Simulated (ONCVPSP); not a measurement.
**C: generating and testing an ONCV potential**

Aim: build the potential from the settings below, then test how well it stands in for the atom: other configurations, scattering, ghost states and the plane-wave cutoff that it needs.

Program: ONCVPSP 4.0.1.1 (patched build). Reference atom: LDA (Perdew-Wang 92), scalar-relativistic, spherical and spin-unpolarised. All values are calculated.

## Step 1: The atom and the settings

The settings as typed:

| Quantity | Value |
| --- | --- |
| element | carbon (C, Z = 6) |
| type | optimised norm-conserving Vanderbilt (ONCV) |
| frozen core | [He] |
| valence charge | 4 |
| reference configuration | 2s2 2p2 |
| partial waves | 2s: rc 1.15 bohr, ncon 3, nbas 7, qcut 5.3 1/bohr, 2 projectors, debl 0.5 Ha; 2p: rc 1.60 bohr, ncon 4, nbas 7, qcut 9.3 1/bohr, 2 projectors, debl 3.7 Ha; d scattering state at 0.34 Ha: rc 1.35 bohr, ncon 4, nbas 8, qcut 7.1 1/bohr, 3 projectors, debl 1 Ha |
| local potential | polynomial inside 0.75 bohr (lpopt 3, dvloc0 0 Ha) |
| core correction | not asked for |

The nodes and maxima of the atom's own shells, from an earlier all-electron run, set the scale for the radii.

All-electron outer shells of the reference configuration (LDA (PZ), scalar-relativistic, ld1.x):

```tsv
shell	level (eV)	outermost node (bohr)	outermost maximum (bohr)
1s	-270.81	–	0.18
2s	-13.64	0.38	1.22
2p	-5.42	–	1.19
```

## Step 2: Generation

C.dat reads:

```
# ATOM AND REFERENCE CONFIGURATION
# atsym  z   nc   nv     iexc    psfile
  C 6.00    1    2  -001012      upf
#
#   n    l    f
    1    0    2.00
    2    0    2.00
    2    1    2.00
#
# PSEUDOPOTENTIAL AND OPTIMIZATION
# lmax
    2
#
#   l,   rc,      ep,       ncon, nbas, qcut
    0    1.15    0.00    3    7    5.30
    1    1.60    0.00    4    7    9.30
    2    1.35    0.34    4    8    7.10
#
# LOCAL POTENTIAL
# lloc, lpopt,  rc(5),   dvloc0
    4    3    0.75    0.00
#
# VANDERBILT-KLEINMAN-BYLANDER PROJECTORs
# l, nproj, debl
    0    2    0.50
    1    2    3.70
    2    3    1.00
#
# MODEL CORE CHARGE
# icmod, fcfact, rcfact
    0    0.00    0.00
#
# LOG DERIVATIVE ANALYSIS
# epsh1, epsh2, depsh
   -2.00    5.00    0.02
#
# OUTPUT GRID
# rlmax, drl
    6.00    0.01
#
# TEST CONFIGURATIONS
# ncnf
    4
# nvcnf
#   n    l    f
    2
    2    0    2.00
    2    1    1.00
#
    2
    2    0    2.00
    2    1    0.00
#
    2
    2    0    1.00
    2    1    0.00
#
    2
    2    0    1.00
    2    1    3.00
#
```

Started as:

```console
$ oncvpsp.x < C.dat > C.out
```

**Question.** What will these runs give? Wanted: cutoffs for 1 and 0.1 mHa per electron, occupied waves; bound ghosts; GHOST(+) flags; largest test error; largest phase difference near zero energy, channels read; projector energies reset by the program.

The runs gave:

| quantity | value |
| --- | --- |
| cutoffs for 1 and 0.1 mHa per electron, occupied waves | 23 Ha and 97 Ha |
| bound ghosts | d at -4667.29 eV |
| GHOST(+) flags | none at low energy |
| largest test error (AE − PS) | +381 meV, for 2s1 2p0 |
| largest phase difference near zero energy, channels read | 0.000 rad |
| projector energies reset by the program | s: -0.501, 0.250 Ha |

A bound ghost (d) makes it unfit for use: electrons can fall into a state that the atom doesn't have. The worst unpolarised test, 2s1 2p0, is off by 381 meV on 83.2 eV; by total energies transferability rates as poor. That test lies far up in energy; among those under 40 eV, nearer to bonding, the largest error is 143 meV. By its cutoff, 23 Ha for the looser tolerance, it is of middling hardness. The tighter tolerance needs 97 Ha, and converged work needs a cutoff nearer that. At the looser tolerance the 2p wave is the slowest; 2s needs 17 Ha. Near zero energy the phases of the channels with partial waves agree within 0.001 rad.
